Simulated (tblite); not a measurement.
# C4H13N3Si2: the cost of one run

Programs: tblite 0.8.0 and PySCF 2.14.0, with density-fitted response routines of our own. Each step states its level of theory. These are calculated values for one molecule in the gas phase, unless marked as measured. Atoms are numbered from 0 throughout.

## Step 1: The starting structure

22 atoms, charge 0, multiplicity 1; geometry from: force field or distance geometry start.

Bonds of the start (Å): C0–C1 1.52, C1–C2 1.49, C1–N3 1.44, N3–Si4 1.75, Si4–N5 1.77, N5–Si6 1.81, Si6–C7 1.83, C7–N8 1.17, C0–H9 1.11, C0–H10 1.12, C0–H11 1.12, C1–H12 1.10, C2–H13 1.10, C2–H14 1.14, C2–H15 1.11, N3–H16 1.06, Si4–H17 1.48, Si4–H18 1.47, N5–H19 1.03, Si6–H20 1.49, Si6–H21 1.45.

## Step 2: Relaxing the molecule with GFN2-xTB

The job: settings as JSON, then the geometry in Å.

```
{"job": {"kind": "relax", "xc": "GFN2-xTB", "basis": "xTB"}, "charge": 0, "multiplicity": 1}
C     -2.877300    -0.527200     1.208200
C     -1.676000    -0.037600     0.412100
C     -2.146900     0.165900    -0.989400
N     -0.683400    -1.073100     0.535200
Si     0.834900    -0.763300    -0.283400
N      1.694700     0.684200     0.270200
Si     3.148100     1.019500    -0.749800
C      4.603400     0.370900     0.145700
N      5.538400    -0.044400     0.719500
H     -2.614700    -0.801600     2.251300
H     -3.661200     0.272900     1.298500
H     -3.278000    -1.414000     0.655500
H     -1.305900     0.889200     0.882900
H     -2.333900    -0.776300    -1.527000
H     -3.132000     0.726400    -0.910600
H     -1.476800     0.853700    -1.540000
H     -0.473500    -1.290800     1.548900
H      1.733400    -1.913500    -0.040400
H      0.646600    -0.690500    -1.744500
H      1.110100     1.527000     0.396100
H      3.320300     2.491000    -0.892500
H      3.019500     0.351200    -2.032900
```

Started as:

```
$ OMP_NUM_THREADS=1 python probes_run.py task.json out
```

One launch serves the whole session: the jobs run in the order shown.

**Question.** How long does this first job take on 1 thread of Arm Neoverse N1, shared host, and how much memory does it need?

About 4.7 s, with a peak of 0.18 GiB.
